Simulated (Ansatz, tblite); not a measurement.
# GeHMe2(OMe) (C3H10GeO): one state, many levels

How do method and basis change the picture of GeHMe2(OMe) (C3H10GeO) (singlet)?

Computed with Ansatz 0.2.0, Gaussian basis. Level: as each input shows.

Plan: GFN1-xTB, GFN2-xTB, PBE-D4/def2-TZVP, r2SCAN-D4/def2-TZVP, PBE-QIDH/def2-TZVP, BLYP-D4/def2-TZVP, ωB97M-V/def2-TZVP, PBE-D4/def2-SVP, PBE0-D4/def2-SVP, CCSD(T)/def2-SVP, MP2/def2-TZVP.

2 further runs of the same task are left out: 2 set aside as unsound or not needed.

## 1. The geometry

The geometry is that of the singlet, from an earlier relaxation (PBE0-D4/def2-SVP).

15 atoms, charge 0, spin multiplicity 1.

Bond lengths: C1–Ge4 1.949 Å, C1–H7 1.100 Å, C1–H8 1.100 Å, C1–H9 1.101 Å, C2–Ge4 1.938 Å, C2–H10 1.100 Å, C2–H11 1.100 Å, C2–H12 1.099 Å, C3–O5 1.394 Å, C3–H13 1.109 Å, C3–H14 1.103 Å, C3–H15 1.109 Å, Ge4–O5 1.791 Å, Ge4–H6 1.550 Å. Angles: Ge4–C1–H7 109.9°, Ge4–C1–H8 111.2°, Ge4–C1–H9 110.4°, H7–C1–H8 108.6°, H7–C1–H9 108.6°, H8–C1–H9 108.1°, Ge4–C2–H10 109.8°, Ge4–C2–H11 110.7°, Ge4–C2–H12 110.2°, H10–C2–H11 108.7°, H10–C2–H12 108.6°, H11–C2–H12 108.8°, O5–C3–H13 113.0°, O5–C3–H14 108.9°, O5–C3–H15 112.8°, H13–C3–H14 107.2°, H13–C3–H15 107.3°, H14–C3–H15 107.3° and more.

PBE0-D4/def2-TZVP was run before; its log isn't repeated, and its numbers join the tables.

## 2. GFN1-xTB

Tight binding, by tblite at 300 K electronic temperature and without a spin-polarisation term:

```python
tblite.interface.Calculator('GFN1-xTB', numbers, positions, charge=0, uhf=0).singlepoint()
```

Energy -492.3603 eV, HOMO -11.73 eV, LUMO -4.72 eV; 0.008 s.

## 3. GFN2-xTB

Tight binding, by tblite at 300 K electronic temperature and without a spin-polarisation term:

```python
tblite.interface.Calculator('GFN2-xTB', numbers, positions, charge=0, uhf=0).singlepoint()
```

Energy -476.4168 eV, HOMO -10.84 eV, LUMO -2.20 eV; 0.004 s.

## 4. PBE-D4/def2-TZVP

start.molden holds the orbitals of an earlier run on this state, given as this run's starting guess.

in.yaml

```yaml
crystal:
  periodic: [false, false, false]
  atoms:
    - {symbol: C, position_ang: [1.773910, 0.085676, -0.395091]}
    - {symbol: C, position_ang: [-0.804559, 2.025071, -0.600737]}
    - {symbol: C, position_ang: [-0.888799, -2.089087, 0.578882]}
    - {symbol: Ge, position_ang: [0.008158, 0.518771, 0.307871]}
    - {symbol: O, position_ang: [-1.103722, -0.847527, -0.016703]}
    - {symbol: H, position_ang: [0.066942, 0.715796, 1.844300]}
    - {symbol: H, position_ang: [1.709934, -0.104452, -1.476707]}
    - {symbol: H, position_ang: [2.188582, -0.807837, 0.094042]}
    - {symbol: H, position_ang: [2.468938, 0.922269, -0.226500]}
    - {symbol: H, position_ang: [-0.850356, 1.827521, -1.681544]}
    - {symbol: H, position_ang: [-0.219978, 2.941826, -0.433842]}
    - {symbol: H, position_ang: [-1.827114, 2.185243, -0.230696]}
    - {symbol: H, position_ang: [0.066131, -2.559134, 0.268670]}
    - {symbol: H, position_ang: [-1.700450, -2.773603, 0.281323]}
    - {symbol: H, position_ang: [-0.887607, -2.040513, 1.686722]}
basis:
  gaussian: {orbitals: def2-TZVP, initial_orbitals: start.molden}
hamiltonian: {xc: pbe, dispersion: d4}
scf: {omitted_lower_state_checks: [starts]}
output: {forces: true, orbitals: {seedname: orbitals}}
```

Command:

```
$ ansatz run in.yaml --threads 4 --pin off --events-out ev --progress --plain --max-ram 4787MiB
```

Output, shortened:

```text
Functional definition: PBE
  name "PBE"
  cite "Perdew, Burke & Ernzerhof, Phys. Rev. Lett. 77, 3865 (1996) doi:10.1103/PhysRevLett.77.3865"
  parent pbe
[...]
1489 factors; their error is unknown
[...]
mean field -61826.64956110 eV, -2272.0874637622 hartree, gradient 7.0e-6 eV, S^2 0.000000; 0 other end points of the search recorded, 0 dependent functions left out
[...]
reference -61826.64961097 eV, -2272.0874655949 hartree; 34, 34 occupied and 198, 198 virtual orbitals, 1489 factors
Total energy: -61826.93658726 eV, -2272.0980117792 hartree
Atom 0 at     1.773910     0.085676    -0.395091 Å, force     0.301271    -0.089649    -0.111700 eV/Å
Atom 1 at    -0.804559     2.025071    -0.600737 Å, force    -0.186157     0.217001    -0.162750 eV/Å
Atom 2 at    -0.888799    -2.089087     0.578882 Å, force     0.168645    -0.624890     0.345328 eV/Å
Atom 3 at     0.008158     0.518771     0.307871 Å, force     0.224192     0.184241     0.165570 eV/Å
Atom 4 at    -1.103722    -0.847527    -0.016703 Å, force    -0.503206     0.251493    -0.448835 eV/Å
Atom 5 at     0.066942     0.715796     1.844300 Å, force     0.011221     0.012452     0.182652 eV/Å
Atom 6 at     1.709934    -0.104452    -1.476707 Å, force     0.005808     0.011914     0.053610 eV/Å
Atom 7 at     2.188582    -0.807837     0.094042 Å, force    -0.022203     0.049295    -0.021794 eV/Å
Atom 8 at     2.468938     0.922269    -0.226500 Å, force    -0.032834    -0.039147    -0.007807 eV/Å
Atom 9 at    -0.850356     1.827521    -1.681544 Å, force     0.003384     0.017508     0.049434 eV/Å
Atom 10 at    -0.219978     2.941826    -0.433842 Å, force    -0.024929    -0.051405    -0.003239 eV/Å
Atom 11 at    -1.827114     2.185243    -0.230696 Å, force     0.055833     0.000878    -0.017992 eV/Å
Atom 12 at     0.066131    -2.559134     0.268670 Å, force     0.006084     0.005304    -0.009860 eV/Å
Atom 13 at    -1.700450    -2.773603     0.281323 Å, force    -0.006810     0.038543    -0.018638 eV/Å
Atom 14 at    -0.887607    -2.040513     1.686722 Å, force    -0.000299     0.016461     0.006020 eV/Å
Dipole moment:     0.229764     0.098084     0.001545 e Å
Checks for a lower state left out: starts
```

Wall time 2.7 s (4 threads of Arm Neoverse V2, shared host).

HOMO -5.85 eV, LUMO 0.31 eV.

## 5. r2SCAN-D4/def2-TZVP

in.yaml: that of step 4 with these lines changed.

```diff
@@ -20,4 +20,4 @@
   gaussian: {orbitals: def2-TZVP, initial_orbitals: start.molden}
-hamiltonian: {xc: pbe, dispersion: d4}
+hamiltonian: {xc: r2scan, dispersion: d4}
 scf: {omitted_lower_state_checks: [starts]}
-output: {forces: true, orbitals: {seedname: orbitals}}
+output: {orbitals: {seedname: orbitals}}
```

Launched as before.

Output:

```text
Functional definition: r2SCAN
  name "r2SCAN"
  cite "Furness, Kaplan, Ning, Perdew & Sun, J. Phys. Chem. Lett. 11, 8208 (2020) doi:10.1021/acs.jpclett.0c02405"
  cite "Furness, Kaplan, Ning, Perdew & Sun, J. Phys. Chem. Lett. 11, 9248 (2020) doi:10.1021/acs.jpclett.0c03077"
  parent r2scan
  parameter k0 = 0.174
  parameter k1 = 0.065
  parameter a1 = 4.9479
  exchange = r2scan_x(k0 = k0, k1 = k1, a1 = a1)
  correlation = r2scan_c
these checks for a lower state are left out or cut short: starts
1489 factors; their error is unknown
mean field evaluation 1: about -61838.9346 eV, gradient 7.1e0 eV
mean field evaluation 2: about -61838.9812 eV, gradient 5.6e-2 eV
mean field evaluation 4: about -61838.9469 eV, gradient 2.6e-4 eV
mean field -61838.94686917 eV, -2272.5393814985 hartree, gradient 1.9e-5 eV, S^2 0.000000; 0 other end points of the search recorded, 0 dependent functions left out
reference -61838.94688325 eV, -2272.5393820156 hartree; 34, 34 occupied and 198, 198 virtual orbitals, 1489 factors
Total energy: -61839.02216743 eV, -2272.5421486584 hartree
Checks for a lower state left out: starts
```

Run time: 4.7 s. Hardware: 4 threads of Arm Neoverse V2, shared host.

From the report: HOMO -6.17 eV, LUMO 0.73 eV.

## 6. PBE-QIDH/def2-TZVP

in.yaml: that of step 5 with these lines changed.

```diff
@@ -20,4 +20,3 @@
   gaussian: {orbitals: def2-TZVP, initial_orbitals: start.molden}
-hamiltonian: {xc: r2scan, dispersion: d4}
+hamiltonian: {xc: {name: PBE-QIDH}}
 scf: {omitted_lower_state_checks: [starts]}
-output: {orbitals: {seedname: orbitals}}
```

The command is unchanged.

Output, shortened:

```text
Functional definition: PBE-QIDH
  name "PBE-QIDH"
  cite "Brémond, Sancho-García, Pérez-Jiménez & Adamo, J. Chem. Phys. 141, 031101 (2014) doi:10.1063/1.4890314"
  cite "Perdew, Burke & Ernzerhof, Phys. Rev. Lett. 77, 3865 (1996) doi:10.1103/PhysRevLett.77.3865"
[...]
1617 factors; integrals over basis functions are off by at most 1.4e-3 eV
[...]
mean field -61808.82061976 eV, -2271.4322622530 hartree, gradient 1.4e-6 eV, S^2 0.000000; 0 other end points of the search recorded, 0 dependent functions left out
13 core orbitals not correlated: weight in the atoms' cores, before any rotation towards them, 1.000 or more for the frozen orbitals, at most 0.000 for the correlated occupied ones
reference -61808.82063441 eV, -2271.4322627912 hartree; 21, 21 occupied and 198, 198 virtual orbitals, 1617 factors
second order -30.85709320 eV of doubles, -0.00000000 eV of singles
Total energy: -61819.10633214 eV, -2271.8102552109 hartree
Checks for a lower state left out: starts
```

It took 6.5 s on 4 threads of Arm Neoverse V2, shared host; peak memory 0.64 GiB.

## 7. BLYP-D4/def2-TZVP

in.yaml: that of step 6 with these lines changed.

```diff
@@ -20,3 +20,4 @@
   gaussian: {orbitals: def2-TZVP, initial_orbitals: start.molden}
-hamiltonian: {xc: {name: PBE-QIDH}}
+hamiltonian: {xc: {name: BLYP}, dispersion: d4}
 scf: {omitted_lower_state_checks: [starts]}
+output: {orbitals: {seedname: orbitals}}
```

The command is unchanged.

Output:

```text
Functional definition: BLYP
  name "BLYP"
  cite "Becke, Phys. Rev. A 38, 3098 (1988) doi:10.1103/PhysRevA.38.3098"
  cite "Lee, Yang & Parr, Phys. Rev. B 37, 785 (1988) doi:10.1103/PhysRevB.37.785"
  parameter beta = 0.0042
  parameter a = 0.04918
  parameter b = 0.132
  parameter c = 0.2533
  parameter d = 0.349
  exchange = b88_x(beta = beta)
  correlation = lyp_c(a = a, b = b, c = c, d = d)
these checks for a lower state are left out or cut short: starts
1489 factors; their error is unknown
mean field evaluation 1: about -61840.9676 eV, gradient 1.6e1 eV
mean field evaluation 2: about -61841.2804 eV, gradient 2.7e-1 eV
mean field evaluation 4: about -61841.2377 eV, gradient 5.6e-4 eV
mean field -61841.23770773 eV, -2272.6235682625 hartree, gradient 7.6e-6 eV, S^2 0.000000; 0 other end points of the search recorded, 0 dependent functions left out
reference -61841.23814629 eV, -2272.6235843796 hartree; 34, 34 occupied and 198, 198 virtual orbitals, 1489 factors
Total energy: -61841.85890641 eV, -2272.6463968930 hartree
Checks for a lower state left out: starts
```

It took 2.3 s on 4 threads of Arm Neoverse V2, shared host.

HOMO -5.77 eV, LUMO 0.30 eV.

## 8. ωB97M-V/def2-TZVP

in.yaml: that of step 7 with these lines changed.

```diff
@@ -20,3 +20,3 @@
   gaussian: {orbitals: def2-TZVP, initial_orbitals: start.molden}
-hamiltonian: {xc: {name: BLYP}, dispersion: d4}
+hamiltonian: {xc: {name: wB97M-V}}
 scf: {omitted_lower_state_checks: [starts]}
```

Same command.

Output, shortened:

```text
Functional definition: wB97M-V
  name "wB97M-V"
  cite "Mardirossian & Head-Gordon, J. Chem. Phys. 144, 214110 (2016) doi:10.1063/1.4952647"
  cite "Becke, J. Chem. Phys. 107, 8554 (1997) doi:10.1063/1.475007"
  cite "Vydrov & Van Voorhis, J. Chem. Phys. 133, 244103 (2010) doi:10.1063/1.3521275"
  # Of w^i u^j: cxij and so on, Table III.
[...]
  gx(w, u) = 1 - cx + cx01*u + cx10*w
  gss(w, u) = css00 + css04*u^4 + css10*w + css20*w^2 + css43*w^4*u^3
  gos(w, u) = cos00 + cos10*w + (cos20 + cos21*u)*w^2 + (cos60 + cos61*u)*w^6
[...]
      + integral(e_c_pw_mod_opposite_spin*gos(b97_w_opposite, b97_u_opposite)) + vv10(b, c)
[...]
1517 factors; their error is unknown
414 factors; integrals over basis functions are off by at most 9.3e-6 eV
[...]
mean field -61836.26934384 eV, -2272.4409842572 hartree, gradient 1.3e-5 eV, S^2 0.000000; 0 other end points of the search recorded, 0 dependent functions left out
reference -61836.26940066 eV, -2272.4409863453 hartree; 34, 34 occupied and 198, 198 virtual orbitals, 1517 factors
Total energy: -61836.26940066 eV, -2272.4409863453 hartree
Checks for a lower state left out: starts
```

Run time: 11 s. Hardware: 4 threads of Arm Neoverse V2, shared host; peak memory 0.86 GiB.

HOMO -9.76 eV, LUMO 2.51 eV.

## 9. PBE-D4/def2-SVP

in.yaml: that of step 8 with these lines changed.

```diff
@@ -19,4 +19,4 @@
 basis:
-  gaussian: {orbitals: def2-TZVP, initial_orbitals: start.molden}
-hamiltonian: {xc: {name: wB97M-V}}
+  gaussian: {orbitals: def2-SVP, initial_orbitals: start.molden}
+hamiltonian: {xc: pbe, dispersion: d4}
 scf: {omitted_lower_state_checks: [starts]}
```

Same command.

Output:

```text
Functional definition: PBE
  name "PBE"
  cite "Perdew, Burke & Ernzerhof, Phys. Rev. Lett. 77, 3865 (1996) doi:10.1103/PhysRevLett.77.3865"
  parent pbe
  parameter kappa = 0.804
  parameter beta = 0.06672455060314922
  exchange = pbe_x(kappa = kappa, mu = beta*pi^2/3)
  correlation = pbe_c(beta = beta)
these checks for a lower state are left out or cut short: starts
1548 factors; their error is unknown
mean field evaluation 1: about -61813.1375 eV, gradient 1.0e1 eV
mean field evaluation 2: about -61813.3891 eV, gradient 1.9e-1 eV
mean field evaluation 4: about -61813.3211 eV, gradient 2.1e-4 eV
mean field -61813.32114098 eV, -2271.5976533572 hartree, gradient 2.7e-5 eV, S^2 0.000000; 0 other end points of the search recorded, 0 dependent functions left out
reference -61813.32118068 eV, -2271.5976548159 hartree; 34, 34 occupied and 104, 104 virtual orbitals, 1548 factors
Total energy: -61813.60815697 eV, -2271.6082010002 hartree
Checks for a lower state left out: starts
```

Wall time 1.4 s (4 threads of Arm Neoverse V2, shared host).

From the report: HOMO -5.66 eV, LUMO 0.66 eV.

## 10. PBE0-D4/def2-SVP

in.yaml: that of step 9 with these lines changed.

```diff
@@ -20,3 +20,3 @@
   gaussian: {orbitals: def2-SVP, initial_orbitals: start.molden}
-hamiltonian: {xc: pbe, dispersion: d4}
+hamiltonian: {xc: pbe0, dispersion: d4}
 scf: {omitted_lower_state_checks: [starts]}
```

Same command.

Output:

```text
Functional definition: PBE0
  name "PBE0"
  cite "Adamo & Barone, J. Chem. Phys. 110, 6158 (1999) doi:10.1063/1.478522"
  cite "Perdew, Burke & Ernzerhof, Phys. Rev. Lett. 77, 3865 (1996) doi:10.1103/PhysRevLett.77.3865"
  parent pbe
  parameter a = 0.25
  parameter kappa = 0.804
  parameter beta = 0.06672455060314922
  exchange = (1 - a)*pbe_x(kappa = kappa, mu = beta*pi^2/3) + a*exact_x
  correlation = pbe_c(beta = beta)
these checks for a lower state are left out or cut short: starts
1587 factors; their error is unknown
mean field evaluation 1: about -61815.3953 eV, gradient 7.9e0 eV
mean field evaluation 2: about -61815.5459 eV, gradient 1.1e-1 eV
mean field evaluation 4: about -61815.6837 eV, gradient 1.1e-4 eV
mean field -61815.68371711 eV, -2271.6844764286 hartree, gradient 1.2e-5 eV, S^2 0.000000; 0 other end points of the search recorded, 0 dependent functions left out
reference -61815.68374814 eV, -2271.6844775688 hartree; 34, 34 occupied and 104, 104 virtual orbitals, 1587 factors
Total energy: -61815.92791957 eV, -2271.6934507032 hartree
Checks for a lower state left out: starts
```

It took 1.8 s on 4 threads of Arm Neoverse V2, shared host.

HOMO -7.26 eV, LUMO 1.56 eV.

## 11. CCSD(T)/def2-SVP

in.yaml: that of step 10 with these lines changed.

```diff
@@ -20,3 +20,3 @@
   gaussian: {orbitals: def2-SVP, initial_orbitals: start.molden}
-hamiltonian: {xc: pbe0, dispersion: d4}
+correlation: {method: ccsd_t}
 scf: {omitted_lower_state_checks: [starts]}
```

Launched as before.

Output, shortened:

```text
Functional definition: HF
  name "HF"
  cite "Fock, Z. Phys. 61, 126 (1930) doi:10.1007/BF01340294"
  parent pbe
[...]
1402 factors; integrals over basis functions are off by at most 1.3e-3 eV
[...]
mean field -61749.90601638 eV, -2269.2671905125 hartree, gradient 1.7e-6 eV, S^2 0.000000; 0 other end points of the search recorded, 0 dependent functions left out
13 core orbitals not correlated: weight in the atoms' cores, before any rotation towards them, 1.000 or more for the frozen orbitals, at most 0.000 for the correlated occupied ones
reference -61749.90601638 eV, -2269.2671905125 hartree; 21, 21 occupied and 104, 104 virtual orbitals, 1402 factors
second order -23.26255401 eV of doubles, -0.00000000 eV of singles
cycle   1  -23.92205219 eV  change   -6.6e-1 eV  update   1.1e-1
[...]
cycle   8  -24.70737314 eV  change   -7.8e-6 eV  update   5.1e-5
perturbative correction -0.67565860 eV, -0.0248299955 hartree
Total energy: -61775.28904812 eV, -2270.1999997237 hartree
Checks for a lower state left out: starts
```

Wall time 24 s (4 threads of Arm Neoverse V2, shared host); peak memory 1.1 GiB.

From the report: Hartree-Fock HOMO -11.10 eV, LUMO 4.43 eV; T1 0.010.

## 12. MP2/def2-TZVP

in.yaml: that of step 11 with these lines changed.

```diff
@@ -19,4 +19,4 @@
 basis:
-  gaussian: {orbitals: def2-SVP, initial_orbitals: start.molden}
-correlation: {method: ccsd_t}
+  gaussian: {orbitals: def2-TZVP, initial_orbitals: start.molden}
+correlation: {method: mp2}
 scf: {omitted_lower_state_checks: [starts]}
```

The command is unchanged.

Output:

```text
Functional definition: HF
  name "HF"
  cite "Fock, Z. Phys. 61, 126 (1930) doi:10.1007/BF01340294"
  parent pbe
  exchange = exact_x
  correlation = 0
these checks for a lower state are left out or cut short: starts
1617 factors; integrals over basis functions are off by at most 1.4e-3 eV
mean field evaluation 1: about -61761.9707 eV, gradient 3.2e1 eV
mean field evaluation 2: about -61762.9424 eV, gradient 1.1e0 eV
mean field evaluation 4: about -61763.1917 eV, gradient 8.8e-3 eV
mean field evaluation 8: about -61763.1917 eV, gradient 1.0e-6 eV
mean field -61763.19174649 eV, -2269.7554320886 hartree, gradient 3.1e-6 eV, S^2 0.000000; 0 other end points of the search recorded, 0 dependent functions left out
13 core orbitals not correlated: weight in the atoms' cores, before any rotation towards them, 1.000 or more for the frozen orbitals, at most 0.000 for the correlated occupied ones
reference -61763.19174649 eV, -2269.7554320886 hartree; 21, 21 occupied and 198, 198 virtual orbitals, 1617 factors
second order -27.40761514 eV of doubles, -0.00000000 eV of singles
Total energy: -61790.59936163 eV, -2270.7626433675 hartree
Checks for a lower state left out: starts
```

Run time: 3.4 s. Hardware: 4 threads of Arm Neoverse V2, shared host; peak memory 0.59 GiB.

From the report: Hartree-Fock HOMO -11.09 eV, LUMO 3.60 eV.

## 13. Levels side by side

```csv
level,functions,HOMO (eV),LUMO (eV),gap (eV),time
PBE-D4/def2-SVP,138,-5.66,0.66,6.32,1.4 s
PBE-D4/def2-TZVP,232,-5.85,0.31,6.16,2.7 s
BLYP-D4/def2-TZVP,232,-5.77,0.30,6.07,2.3 s
r2SCAN-D4/def2-TZVP,232,-6.17,0.73,6.90,4.7 s
PBE0-D4/def2-SVP,138,-7.26,1.56,8.81,1.8 s
PBE0-D4/def2-TZVP,232,-7.38,1.11,8.50,3.5 s
ωB97M-V/def2-TZVP,232,-9.76,2.51,12.27,11 s
```

Energy pieces by basis (eV):

```csv
basis,HF,MP2 correlation,CCSD correlation,(T),total
def2-SVP,-61749.9060,-23.2626,-24.7074,-0.6757,-61775.2890
def2-TZVP,-61763.1917,-27.4076,,,-61790.5994 (MP2)
```

The correlation energy is far from converged in these sets, so it jumps between bases; where outer-core shells are correlated, the sets cover them unevenly.

## 14. Binding energy

Free atoms were run apart at each level; binding is atoms less cluster, divided by the number of atoms, without zero-point or spin-orbit terms.

```csv
method,binding an atom (eV),from CCSD(T)/def2-SVP (eV),time
HF/def2-SVP,2.831,-0.769,
HF/def2-TZVP,2.800,-0.800,
PBE-D4/def2-SVP,3.832,+0.232,1.4 s
PBE-D4/def2-TZVP,3.814,+0.214,2.7 s
BLYP-D4/def2-TZVP,3.745,+0.145,2.3 s
r2SCAN-D4/def2-TZVP,3.777,+0.177,4.7 s
PBE0-D4/def2-SVP,3.789,+0.189,1.8 s
PBE0-D4/def2-TZVP,3.768,+0.168,3.5 s
ωB97M-V/def2-TZVP,3.769,+0.169,11 s
MP2/def2-SVP,3.615,+0.015,
MP2/def2-TZVP,3.680,+0.080,3.4 s
CCSD/def2-SVP,3.570,-0.030,
CCSD(T)/def2-SVP,3.600,0,24 s
```

Among the levels timed on like hardware and quicker than the yardstick, those that no quicker one beats, quickest first: PBE-D4/def2-SVP (1.4 s, +0.232 eV); PBE0-D4/def2-SVP (1.8 s, +0.189 eV); BLYP-D4/def2-TZVP (2.3 s, +0.145 eV); MP2/def2-TZVP (3.4 s, +0.080 eV).

## 15. Results

```
                                                 quantity                                  value
gap in def2-TZVP, named functionals, smallest and largest  6.07 eV (BLYP-D4), 12.27 eV (ωB97M-V)
                     correlation energy, CCSD(T)/def2-SVP                              -25.38 eV
                        correlation energy, MP2/def2-TZVP                              -27.41 eV
                        binding an atom, CCSD(T)/def2-SVP                               3.600 eV
          PBE0 total energy, smallest basis above largest         13.17 eV (def2-SVP, def2-TZVP)
```

What this shows: Orbital gaps of the named functionals in def2-TZVP span 6.07 eV (BLYP-D4) to 12.27 eV (ωB97M-V); exact exchange widens it. The functionals in def2-TZVP miss CCSD(T)/def2-SVP by +0.145 (BLYP-D4) to +0.214 eV (PBE-D4) an atom. The yardstick is in a double-zeta basis, so levels in larger sets aren't compared like for like. The reference is CCSD(T) in one finite basis, so it carries an error of its own, often a tenth of an eV or more, and near misses can't be ranked.

MP2/def2-TZVP reaches 0.080 eV from the reference in 3.4 s, where CCSD(T)/def2-SVP took 24 s; the quickest level in the cost chart, PBE-D4/def2-SVP, takes 1.4 s and misses by 0.232 eV. The slowest run with a step of its own, CCSD(T)/def2-SVP, took 24 s; the quickest functional in def2-TZVP took 2.3 s (shared host).
